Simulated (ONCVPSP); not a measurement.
# Zn: the cost of one run

The numbers are computed with ONCVPSP 4.0.1.1 (patched build) (PBE, scalar-relativistic, spin-unpolarised reference atom).

## (1) Starting point

Typed settings, in words:

```
element                 : zinc (Zn, Z = 30)
type                    : optimised norm-conserving Vanderbilt (ONCV)
frozen core             : [Ne]
valence charge          : 20
reference configuration : 3s2 3p6 3d10 4s1 (charge +1)
partial waves           : 3s+4s: rc 1.15 bohr, ncon 5, nbas 9, qcut 9.8 1/bohr, 2 projectors; 3p: rc 1.10 bohr, ncon 4, nbas 7, qcut 10.2 1/bohr, 3 projectors, debl 2.9 Ha; 3d: rc 1.45 bohr, ncon 4, nbas 8, qcut 8.7 1/bohr, 2 projectors, debl 3.4 Ha
local potential         : polynomial inside 1.00 bohr (lpopt 5, dvloc0 6 Ha)
core correction         : not asked for
```

The outer shells as boxes (Hund's rule for the drawing; the calculation is spin-unpolarised):

```
[Ne] core
3s [↑↓]
3p [↑↓][↑↓][↑↓]
3d [↑↓][↑↓][↑↓][↑↓][↑↓]
4s [↑ ]
```

The nodes and maxima of the atom's own shells, from an earlier all-electron run, set the scale for the radii.

All-electron outer shells of the reference configuration (PBE, scalar-relativistic, ld1.x):

```
shell  level (eV)  outermost node (bohr)  outermost maximum (bohr)
   2p    -1013.55                      –                      0.15
   3s     -138.90                   0.28                      0.59
   3p      -93.08                   0.25                      0.59
   3d      -19.76                      –                      0.57
   4s      -14.00                   0.84                      1.99
   4p       -7.78                   0.91                      2.55
```

## (2) Generation

Zn.dat

```
# ATOM AND REFERENCE CONFIGURATION
# atsym  z   nc   nv     iexc    psfile
  Zn 30.00    3    4        4      upf
#
#   n    l    f
    1    0    2.00
    2    0    2.00
    2    1    6.00
    3    0    2.00
    3    1    6.00
    3    2   10.00
    4    0    1.00
#
# PSEUDOPOTENTIAL AND OPTIMIZATION
# lmax
    2
#
#   l,   rc,      ep,       ncon, nbas, qcut
    0    1.15    0.00    5    9    9.80
    1    1.10    0.00    4    7   10.20
    2    1.45    0.00    4    8    8.70
#
# LOCAL POTENTIAL
# lloc, lpopt,  rc(5),   dvloc0
    4    5    1.00    6.00
#
# VANDERBILT-KLEINMAN-BYLANDER PROJECTORs
# l, nproj, debl
    0    2    1.60
    1    3    2.90
    2    2    3.40
#
# MODEL CORE CHARGE
# icmod, fcfact, rcfact
    0    0.00    0.00
#
# LOG DERIVATIVE ANALYSIS
# epsh1, epsh2, depsh
   -7.00    5.00    0.04
#
# OUTPUT GRID
# rlmax, drl
    6.00    0.01
#
# TEST CONFIGURATIONS
# ncnf
    4
# nvcnf
#   n    l    f
    4
    3    0    2.00
    3    1    6.00
    3    2   10.00
    4    0    2.00
#
    4
    3    0    2.00
    3    1    6.00
    3    2   10.00
    4    0    0.00
#
    4
    3    0    2.00
    3    1    6.00
    3    2    9.00
    4    0    0.00
#
    4
    3    0    2.00
    3    1    6.00
    3    2    9.00
    4    0    2.00
#
```

Launch:

```console
$ oncvpsp.x < Zn.dat > Zn.out
```

**Question.** How long does this run take on 1 thread of Neoverse-N1, shared host?

About 5.8 s.
